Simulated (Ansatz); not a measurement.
Geometry optimisation, Ansatz, DFT PBEsol, scalar-relativistic, plane waves, PAW.

The input (input.yaml):

```yaml
crystal:
  lattice:
    - [6.98, 0.0, 0.0]
    - [0.0, 6.98, 0.0]
    - [0.0, 0.0, 6.98]
  atoms:
    - { symbol: Li, position: [0.0, 0.0, 0.0] }
    - { symbol: Li, position: [0.5, 0.0, 0.0] }
    - { symbol: Li, position: [0.0, 0.5, 0.0] }
    - { symbol: Li, position: [0.0, 0.0, 0.5] }
    - { symbol: Li, position: [0.25, 0.25, 0.25] }
    - { symbol: Li, position: [0.5, 0.5, 0.0] }
    - { symbol: Li, position: [0.5, 0.0, 0.5] }
    - { symbol: Li, position: [0.75, 0.25, 0.25] }
    - { symbol: Li, position: [0.0, 0.5, 0.5] }
    - { symbol: Li, position: [0.25, 0.75, 0.25] }
    - { symbol: Li, position: [0.25, 0.25, 0.75] }
    - { symbol: Li, position: [0.5, 0.5, 0.5] }
    - { symbol: Li, position: [0.75, 0.75, 0.25] }
    - { symbol: Li, position: [0.75, 0.25, 0.75] }
    - { symbol: Li, position: [0.25, 0.75, 0.75] }
    - { symbol: Li, position: [0.75, 0.75, 0.75] }
    - { symbol: H, position: [0.743771, 0.882408, -0.0038893] }
basis:
  ecutwfc: 420.0
kpoints:
  mp_grid: { grid: [3, 3, 3] }
hamiltonian:
  xc: pbesol
scf:
  occupations: { method: fermi_dirac, width: 0.1 }
  lower_state_search: "off"
relax:
  f_tol: 0.03
  max_steps: 60
  adjacent_minimum: "off"
```

Launched with:

```bash
$ ansatz run input.yaml --threads 2 --pin off --max-ram 5120MiB --backend cpu --events-out ev --progress --plain --runs-dir out
```

**Question.** Where does it end, and by what steps?

**Answer.** The forces met the threshold. The force dipped under the threshold on the way, but the program's further checks kept it going. Limits of this set-up: coarse k mesh, odd electron count without spin, a small cell, in which the defect meets its images. After 5 steps the energy has fallen by 0.060 eV; Li16 moved furthest, 0.17 Å.

```csv
step,energy less start (eV),largest force component (eV/Å),accepted
0,0.0000,0.213,yes
1,-0.0506,0.068,yes
2,-0.0544,0.012,yes
3,-0.0564,0.015,yes
4,-0.0587,0.025,yes
5,-0.0596,0.019,yes
```

```xyz
17
Lattice="6.9800 0.0000 0.0000 0.0000 6.9800 0.0000 0.0000 0.0000 6.9800" Properties=species:S:1:pos:R:3
Li -0.086 0.007 -0.004
Li 3.578 0.002 -0.004
Li 0.081 3.384 -0.003
Li -0.037 -0.047 3.487
Li 1.742 1.689 1.815
Li 3.405 3.381 -0.003
Li 3.523 -0.048 3.487
Li 5.232 1.818 1.804
Li -0.005 3.573 3.488
Li 1.740 5.245 1.720
Li 1.742 1.689 5.162
Li 3.487 3.571 3.488
Li 5.228 5.254 1.573
Li 5.232 1.820 5.173
Li 1.739 5.245 5.256
Li 5.228 5.257 5.408
H 5.242 6.201 0.006
```

Whether the end is a true minimum wasn't checked by a vibrational analysis.

The run took 12 s on 2 threads of AMD EPYC 9R45 96-Core Processor (Zen 5), with other jobs on the host, peak memory 0.6 GiB.
